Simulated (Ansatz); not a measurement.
Crystal: NiMoIrPdW.

```
CELL_PARAMETERS angstrom
2.34460 -1.43138 0.00906
2.34460 1.43138 0.00906
-2.20600 0.00000 10.92374
ATOMIC_POSITIONS crystal
Ni 0.49838 0.49838 0.29525
Mo 0.31773 0.31773 0.91207
Pd 0.24733 0.24733 0.49061
Ir 0.74982 0.74982 0.10802
W 0.68673 0.68673 0.69406
```

The cell was built by a generator and needn't be a form met in nature.

Base run:

| Property | Result |
| --- | --- |
| Program | Ansatz 0.2.0 |
| Functional | BLYP |
| Potentials or basis | Ansatz PAW |
| Cutoff | 420 eV (not typed: the program's choice for these potentials) |
| k mesh | 11 × 11 × 3 |
| Occupations | fermi-dirac, width 0.05 eV |
| Spin | collinear spin, ferromagnetic start |
| Starting moments | [1.0, 1.0, 0.0, 0.6, 0.0] μB |

Its results: band gap on the k mesh none (metal or under the smearing width); pressure 11.1 GPa; net moment 0.00 μB per cell; largest force 0.245 eV/Å.

**Question.** The run is repeated on the same cell with these changes: functional from BLYP to r2SCANh; cutoff from 420 eV (not typed: the program's choice for these potentials) to 500 eV (not typed: the program's choice for these potentials); k mesh from 11 × 11 × 3 to 5 × 5 × 1. What comes out?

**Answer.** Band gap on the k mesh none (metal or under the smearing width); pressure -4.4 GPa; net moment 0.73 μB per cell; site moments Ni +1.12; Mo -0.10; Pd +0.04; Ir -0.16; W +0.01 μB; largest force 0.365 eV/Å.

Several settings changed at once, so the effect can't be laid on one alone.

Caveats: some runs use coarse meshes; the PAW data sets come from PBE, with cores solved anew for the run's functional, which leaves a small shift of forces and pressure; the starting moments weren't kept; spin-orbit coupling is left out, which moves the levels of the heavy elements (some runs); the magnetic or orbital state may not be the lowest (some runs); the thresholds are loose for stress (some runs).
